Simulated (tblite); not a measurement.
# CH6BrO: the cost of one run

Computed with tblite 0.8.0 and PySCF 2.14.0; each step states its level. No surroundings beyond the atoms listed, unless a continuum is named. Atoms count from 0, parts from 1.

## 1. Starting point

9 atoms, charge 1, multiplicity 1; geometry: rigid parts in contact. Parts: 1 = atoms 0–1, `Br`, charge 0; 2 = atoms 2–8, `C[OH2+]`, charge 1.

## 2. Search for minima with GFN2-xTB

What the job is given:

```
{"job": {"kind": "dock", "xc": "GFN2-xTB", "basis": "xTB"}, "charge": 1, "multiplicity": 1, "parts": [{"atoms": "0-1", "charge": 0, "multiplicity": 1}, {"atoms": "2-8", "charge": 1, "multiplicity": 1}]}
Br     0.700737    -0.008783     0.000180
H     -0.700737     0.008783    -0.000180
C      2.876355     0.574678    -2.570567
O      2.500189     1.845391    -3.190448
H      3.708141     0.771116    -1.895896
H      3.159903    -0.170712    -3.312257
H      2.023657     0.224369    -1.991082
H      1.723752     1.726516    -3.779835
H      3.257662     2.222785    -3.688481
```

With the program's defaults for keys left out, this is: GFN2-xTB search for minima from random contacts, gas phase.

Command:

```
OMP_NUM_THREADS=1 python cluster_run.py task.json out
```

One launch serves the whole session: the jobs run in the order shown.

**Question.** How long does this first job take on 1 thread of Arm Neoverse V1, shared host?

About 2.1 s.
